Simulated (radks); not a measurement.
**Nuclear size and the levels of Ti⁺**

The task here is to estimate one member of a computed series from the others.

Program: radks (a radial shooting solver on a logarithmic mesh, Libxc functionals) version 1. Level of theory: Dirac Kohn-Sham, BLYP, spin-unpolarised, spherical densities, finite nucleus; open shells fill j = l - 1/2 first. These are calculated values, not measurements, unless marked.

## The atom as given

| Item | Value |
| --- | --- |
| element | titanium (Z = 22) |
| charge | +1 |
| electrons | 21 |
| configuration | [Ar] 3d2 4s1 |
| nuclear rms radius | 3.5921 fm |

The first run:

Settings of this run:

```text
Z 22
configuration [Ar] 3d2 4s1 4p0 5s0
relativity Dirac
functional b88,lyp
spin unpolarised
j_filling energy
nucleus finite rms 3.5921 fm
c 137.035999084
```

Among the steps run: rms radius 3.5921 fm.

One of the session's tables, all rows but one given; the rest of the session is left out.

Sizes of the orbitals, from the radial functions (bohr):

| level | <r> | outermost maximum (interpolated) | 90 % within | nodes |
| --- | --- | --- | --- | --- |
| 3s1/2 | 1.007 | 0.869 | 1.51 | 2 |
| 3p1/2 | ? | ? | ? | ? |
| 3p3/2 | 1.089 | 0.903 | 1.68 | 1 |
| 3d3/2 | 1.523 | 0.974 | 2.66 | 0 |
| 3d5/2 | 1.528 | 0.976 | 2.67 | 0 |
| 4s1/2 | 3.178 | 2.73 | 4.71 | 3 |
| 4p1/2 | 3.926 | 3.34 | 5.87 | 2 |
| 4p3/2 | 3.949 | 3.36 | 5.90 | 2 |

**Question.** Estimate the row for 3p1/2.

The run gave: <r>: 1.081; outermost maximum (interpolated): 0.896; 90 % within: 1.67; nodes: 1. In the column «<r>» it lies between 3s1/2 (1.007) and 3p3/2 (1.089).
